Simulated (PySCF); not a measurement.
# C₃H₈OSi: electronic excitations and core binding energies

Aim: predict the electronic excitations and core binding energies of C₃H₈OSi (`C1CO[SiH2]C1`).

Computed with PySCF 2.14.0, with density-fitted response routines of our own, on a single molecule in the gas phase. Atoms are numbered from 0 throughout.

### Step 1. The molecule as given

13 atoms, charge 0, multiplicity 1; geometry from: GFN2-xTB.

Bonds of the start (Å): C0–C1 1.53, C1–O2 1.41, O2–Si3 1.64, Si3–C4 1.91, C4–C0 1.53, C0–H5 1.09, C0–H6 1.09, C1–H7 1.09, C1–H8 1.10, Si3–H9 1.46, Si3–H10 1.46, C4–H11 1.09, C4–H12 1.09.

### Step 2. Ultraviolet spectrum: B3LYP/def2-SVPD

Job settings and geometry (Å):

```
{"job": {"kind": "uv", "xc": "B3LYP", "basis": "def2-SVPD", "nstates": 8, "ntriplets": 3}, "charge": 0, "multiplicity": 1}
C      0.286390    -0.973629     0.508960
C      1.367471     0.044054     0.140773
O      0.783354     1.321044     0.031896
Si    -0.809547     1.310455    -0.336889
C     -0.969057    -0.589902    -0.274871
H      0.627051    -1.988034     0.298099
H      0.081906    -0.892495     1.578087
H      2.156176     0.097585     0.896577
H      1.823181    -0.213319    -0.822621
H     -1.530646     2.022822     0.712006
H     -1.024738     1.852535    -1.675347
H     -0.930323    -1.015643    -1.277871
H     -1.865605    -0.974987     0.203474
```

With the program's defaults for keys left out, this is: TDDFT B3LYP/def2-SVPD, vertical, gas phase, core orbitals frozen in the response.

Standard output:

```text
coarse grid: 10928 points
cycle   1  E = -483.4889166715  dE =  5.279e-01  |g| = 7.271e-01  |ddm| = 4.916e+00
cycle   2  E = -483.2670509175  dE =  2.219e-01  |g| = 1.277e+00  |ddm| = 1.952e+00
cycle   3  E = -483.5946544281  dE = -3.276e-01  |g| = 1.138e-01  |ddm| = 1.239e+00
cycle   4  E = -483.5968153464  dE = -2.161e-03  |g| = 5.683e-02  |ddm| = 2.061e-01
cycle   5  E = -483.5976260395  dE = -8.107e-04  |g| = 9.148e-03  |ddm| = 7.768e-02
cycle   6  E = -483.5976456467  dE = -1.961e-05  |g| = 1.700e-03  |ddm| = 2.108e-02
cycle   7  E = -483.5976464125  dE = -7.658e-07  |g| = 4.069e-04  |ddm| = 3.634e-03
final grid: 99736 points
cycle   8  E = -483.6762851185  dE = -2.773e-05  |g| = 4.636e-03  |ddm| = 7.750e-02
cycle   9  E = -483.6762799975  dE =  5.121e-06  |g| = 6.673e-03  |ddm| = 1.309e-02
cycle  10  E = -483.6762903277  dE = -1.033e-05  |g| = 6.285e-04  |ddm| = 7.569e-03
cycle  11  E = -483.6762904042  dE = -7.650e-08  |g| = 2.167e-04  |ddm| = 9.365e-04
cycle  12  E = -483.6762904137  dE = -9.523e-09  |g| = 3.500e-05  |ddm| = 2.929e-04
cycle  13  E = -483.6762904140  dE = -2.810e-10  |g| = 1.377e-05  |ddm| = 8.138e-05
converged SCF energy = -483.6762904140

Static polarisability (au): isotropic 62.519, principal 56.807 60.197 70.551

Singlet excitations
state   eV       nm        f      main configurations
  1   6.7035    185.0   0.00291   H->L 0.96
  2   7.0088    176.9   0.01776   H->L+1 0.95
  3   7.3729    168.2   0.02325   H-1->L 0.96
  4   7.6062    163.0   0.02463   H-1->L+1 0.98
  5   7.8485    158.0   0.00786   H->L+2 0.82, H->L+3 0.16
  6   7.9456    156.0   0.02796   H-2->L 0.97
  7   7.9656    155.6   0.00491   H->L+3 0.81, H->L+2 0.16
  8   8.1032    153.0   0.02591   H->L+4 0.89

Triplet excitations (Tamm-Dancoff, eV): 6.4779 6.8513 6.9748
```

Wall time 18 s (1 thread, shared host).

The orbitals next to the gap, with their largest atomic shares:

```csv
orbital,eV,atoms
HOMO−3,-9.22,"C4 15 %, Si3 15 %, C0 15 %"
HOMO−2,-8.75,"O2 32 %, C1 18 %, C0 17 %"
HOMO−1,-8.22,"C4 34 %, O2 20 %, Si3 20 %"
HOMO,-7.60,"O2 51 %, C1 12 %, Si3 10 %"
LUMO,0.20,"Si3 32 %, H10 10 %, O2 10 %"
LUMO+1,0.32,"Si3 29 %, C4 14 %, H9 9 %"
LUMO+2,1.14,"Si3 43 %, H9 15 %, H10 12 %"
```

With each of the 8 states as a Gaussian band of 0.4 eV half-width at 1/e, the curve within the window shown has maxima at 158 nm (ε 3,200) L/(mol cm). Beyond the last state computed it falls off for lack of states. The curve at chosen wavelengths:

(nm, ε (L/mol/cm)): (148, 1030), (150, 1634), (152, 2259), (155, 2962), (157, 3170), (159, 3183), (161, 3064), (163, 2877), (166, 2551), (168, 2325), (170, 2098), (172, 1875), (174, 1659), (177, 1349), (179, 1150), (181, 959), (183, 779), (185, 614), (188, 406), (190, 297), (192, 210), (194, 145), (196, 97), (199, 51), (201, 32), (203, 19)

Ground-state properties from the same run:

```
           property  computed
  dipole moment (D)      1.64
polarisability (Å³)      9.26
 HOMO–LUMO gap (eV)      7.80
      −ε(HOMO) (eV)      7.60
```

### Step 3. Core holes by ΔSCF: SCAN, X2C

The job, as its differences from that of step 2:

```diff
@@ -1,2 +1,2 @@
-{"job": {"kind": "uv", "xc": "B3LYP", "basis": "def2-SVPD", "nstates": 8, "ntriplets": 3}, "charge": 0, "multiplicity": 1}
+{"job": {"kind": "xps"}, "charge": 0, "multiplicity": 1}
 C      0.286390    -0.973629     0.508960
```

With the program's defaults for keys left out, this is: delta-SCF UKS SCAN, pcX-2 on the ionised atom, pcseg-1 elsewhere, spin-free X2C.

Standard output:

```text
ground state, core basis on atom 0 (C), 145 functions
  cycle   1  E = -484.28131643  |g| = 7.18e-01
  cycle   2  E = -484.03910745  |g| = 1.29e+00
  cycle   3  E = -484.38817337  |g| = 1.47e-01
  cycle   4  E = -484.39188575  |g| = 6.65e-02
  cycle   5  E = -484.39299553  |g| = 1.24e-02
  cycle   6  E = -484.39303154  |g| = 2.17e-03
  cycle   7  E = -484.39303237  |g| = 1.11e-03
  cycle   8  E = -484.39303355  |g| = 2.02e-04
  E(ground) = -484.43494215 Eh
hole in C 1s of atom 0
  cycle   1  E = -473.14442143  |g| = 1.51e+00
  cycle   2  E = -472.36534267  |g| = 1.91e+00
  cycle   3  E = -473.65228050  |g| = 3.82e-01
  cycle   4  E = -473.68377027  |g| = 2.66e-01
  cycle   5  E = -473.70911372  |g| = 5.88e-02
  cycle   6  E = -473.71036100  |g| = 9.28e-03
  cycle   7  E = -473.71039261  |g| = 6.68e-03
  cycle   8  E = -473.71041820  |g| = 1.75e-03
  cycle   9  E = -473.71042150  |g| = 7.86e-04
  cycle  10  E = -473.71042173  |g| = 2.68e-04
  E(ion) = -473.75101717 Eh   <S^2> = 0.7690   hole on atom = 1.000   binding energy = 290.724 eV
ground state, core basis on atom 1 (C), 145 functions
  cycle   1  E = -484.39500553  |g| = 5.82e-02
  cycle   2  E = -484.39498012  |g| = 2.06e-02
  cycle   3  E = -484.39498877  |g| = 1.96e-02
  cycle   4  E = -484.39508462  |g| = 2.36e-03
  cycle   5  E = -484.39508519  |g| = 8.58e-04
  cycle   6  E = -484.39508529  |g| = 3.91e-05
  E(ground) = -484.43632560 Eh
hole in C 1s of atom 1
  cycle   1  E = -473.10516909  |g| = 1.51e+00
  cycle   2  E = -471.89607333  |g| = 2.14e+00
  cycle   3  E = -473.59856319  |g| = 3.82e-01
  cycle   4  E = -473.64699621  |g| = 1.85e-01
  cycle   5  E = -473.66011976  |g| = 9.00e-02
  cycle   6  E = -473.66317803  |g| = 2.06e-02
  cycle   7  E = -473.66334762  |g| = 9.28e-03
  cycle   8  E = -473.66339821  |g| = 2.73e-03
  cycle   9  E = -473.66340552  |g| = 1.42e-03
  cycle  10  E = -473.66340732  |g| = 6.73e-04
  cycle  11  E = -473.66340802  |g| = 2.09e-04
  E(ion) = -473.70364828 Eh   <S^2> = 0.7723   hole on atom = 1.000   binding energy = 292.051 eV
ground state, core basis on atom 2 (O), 145 functions
  cycle   1  E = -484.42556363  |g| = 9.97e-02
  cycle   2  E = -484.42479710  |g| = 7.85e-02
  cycle   3  E = -484.42532212  |g| = 5.86e-02
  cycle   4  E = -484.42590865  |g| = 5.30e-03
  cycle   5  E = -484.42591460  |g| = 1.07e-03
  cycle   6  E = -484.42591586  |g| = 1.59e-04
  E(ground) = -484.46477561 Eh
hole in O 1s of atom 2
  cycle   1  E = -463.84024697  |g| = 2.23e+00
  cycle   2  E = -463.30873835  |g| = 2.25e+00
  cycle   3  E = -464.60600622  |g| = 4.25e-01
  cycle   4  E = -464.65345135  |g| = 1.50e-01
  cycle   5  E = -464.66395319  |g| = 5.55e-02
  cycle   6  E = -464.66547525  |g| = 9.29e-03
  cycle   7  E = -464.66551126  |g| = 3.99e-03
  cycle   8  E = -464.66551848  |g| = 1.17e-03
  cycle   9  E = -464.66551895  |g| = 3.78e-04
  E(ion) = -464.70504317 Eh   <S^2> = 0.7617   hole on atom = 1.000   binding energy = 537.690 eV
ground state, core basis on atom 3 (Si), 156 functions
  cycle   1  E = -484.49356090  |g| = 2.97e-01
  cycle   2  E = -484.49133964  |g| = 1.41e-01
  cycle   3  E = -484.48973583  |g| = 1.64e-01
  cycle   4  E = -484.49471374  |g| = 1.43e-02
  cycle   5  E = -484.49474689  |g| = 1.91e-03
  cycle   6  E = -484.49474720  |g| = 4.64e-04
  E(ground) = -484.49477931 Eh
hole in Si 1s of atom 3
  cycle   1  E = -415.56889907  |g| = 4.35e+00
  cycle   2  E = -415.67897211  |g| = 2.15e+00
  cycle   3  E = -416.28033546  |g| = 7.91e-01
  cycle   4  E = -416.57138945  |g| = 3.45e-01
  cycle   5  E = -416.61062817  |g| = 1.59e-01
  cycle   6  E = -416.62078466  |g| = 3.71e-02
  cycle   7  E = -416.62117593  |g| = 2.06e-02
  cycle   8  E = -416.62140054  |g| = 3.29e-03
  cycle   9  E = -416.62140512  |g| = 9.16e-04
  cycle  10  E = -416.62140635  |g| = 3.31e-04
  E(ion) = -416.62896002 Eh   <S^2> = 0.7522   hole on atom = 1.000   binding energy = 1846.723 eV
hole in Si 2p of atom 3
  cycle   1  E = -480.22709153  |g| = 1.24e+00
  cycle   2  E = -480.10021839  |g| = 1.12e+00
  cycle   3  E = -480.49721723  |g| = 3.03e-01
  cycle   4  E = -480.53884765  |g| = 1.33e-01
  cycle   5  E = -480.54460259  |g| = 5.43e-02
  cycle   6  E = -480.54583106  |g| = 1.60e-02
  cycle   7  E = -480.54594721  |g| = 4.79e-03
  cycle   8  E = -480.54595735  |g| = 9.05e-04
  cycle   9  E = -480.54595748  |g| = 3.18e-04
  E(ion) = -480.55635527 Eh   <S^2> = 0.7517   hole on atom = 1.003   binding energy = 107.170 eV
  2p3/2 = 106.914 eV   2p1/2 = 107.539 eV
ground state, core basis on atom 4 (C), 145 functions
  cycle   1  E = -484.39345973  |g| = 6.44e-02
  cycle   2  E = -484.39340759  |g| = 3.74e-02
  cycle   3  E = -484.39359525  |g| = 2.65e-02
  cycle   4  E = -484.39372021  |g| = 7.56e-03
  cycle   5  E = -484.39373364  |g| = 1.13e-03
  cycle   6  E = -484.39373532  |g| = 3.01e-04
  E(ground) = -484.43521998 Eh
hole in C 1s of atom 4
  cycle   1  E = -473.16067462  |g| = 1.51e+00
  cycle   2  E = -472.46162072  |g| = 1.84e+00
  cycle   3  E = -473.68366848  |g| = 3.50e-01
  cycle   4  E = -473.71645607  |g| = 2.13e-01
  cycle   5  E = -473.73251849  |g| = 6.29e-02
  cycle   6  E = -473.73392041  |g| = 1.14e-02
  cycle   7  E = -473.73396766  |g| = 6.60e-03
  cycle   8  E = -473.73399092  |g| = 1.61e-03
  cycle   9  E = -473.73399336  |g| = 7.16e-04
  cycle  10  E = -473.73399430  |g| = 2.24e-04
  E(ion) = -473.77425318 Eh   <S^2> = 0.7679   hole on atom = 1.000   binding energy = 290.100 eV
```

Run time: 48 s. Hardware: 1 thread, shared host.

Binding energies by hole, beside the orbital energy of the ground state; the difference holds orbital relaxation and, for a density functional, its self-interaction error:

| hole | stands for | environment | ΔSCF (eV; 2p as the shell's mean) | −ε (eV) | ⟨S²⟩ |
| --- | --- | --- | --- | --- | --- |
| C1s on C0 | C0 | sp3 CH2 in a ring | 290.72 | 273.7 | 0.769 |
| C1s on C1 | C1 | sp3 CH2 bonded to O | 292.05 | 274.9 | 0.772 |
| O1s on O2 | O2 | oxygen bonded to C, Si, in a 5-membered ring | 537.69 | 516.2 | 0.762 |
| Si1s on Si3 | Si3 | silicon bonded to C, O, 2 H, in a 5-membered ring | 1846.72 | 1793.4 | 0.752 |
| Si2p on Si3 | Si3 | silicon bonded to C, O, 2 H, in a 5-membered ring | 107.12 | 96.2 | 0.752 |
| C1s on C4 | C4 | sp3 CH2 bonded to Si | 290.10 | 273.3 | 0.768 |

With the spin-orbit splitting: Si3 2p3/2 106.91, 2p1/2 107.54 eV. The table gives each 2p level as the mean over the whole 2p shell (two parts 2p3/2, one part 2p1/2), which differs a little from the single hole in the log.

### Step 4. Summary of results

| quantity | value |
| --- | --- |
| lowest singlet (B3LYP/def2-SVPD) | 6.70 eV (185 nm), f = 0.003 |
| brightest single state of those computed | state 6, 7.95 eV, f = 0.028 |
| lowest triplet | 6.48 eV |
| C1s binding energies, SCAN/pcX-2 | C1 292.05, C0 290.72, C4 290.10 eV |
| O1s binding energies, SCAN/pcX-2 | O2 537.69 eV |
| Si1s binding energies, SCAN/pcX-2 | Si3 1846.72 eV |
| Si2p binding energies, SCAN/pcX-2 | Si3 107.12 eV |

In words: The lowest singlet, at 6.70 eV, is HOMO→LUMO 0.96 and is weak; of the 8 states computed, the strongest absorption comes from states 6 to 7 together at 7.95 eV. The lowest triplet lies 0.23 eV below the lowest singlet (triplets in Tamm-Dancoff, singlets in full TDDFT). States above −ε(HOMO) lie where TDDFT describes them poorly and they hang on the basis; the brightest is among them. C1 (sp3 CH2 bonded to O) binds its C1s electron 1.95 eV more tightly than C4 (sp3 CH2 bonded to Si).
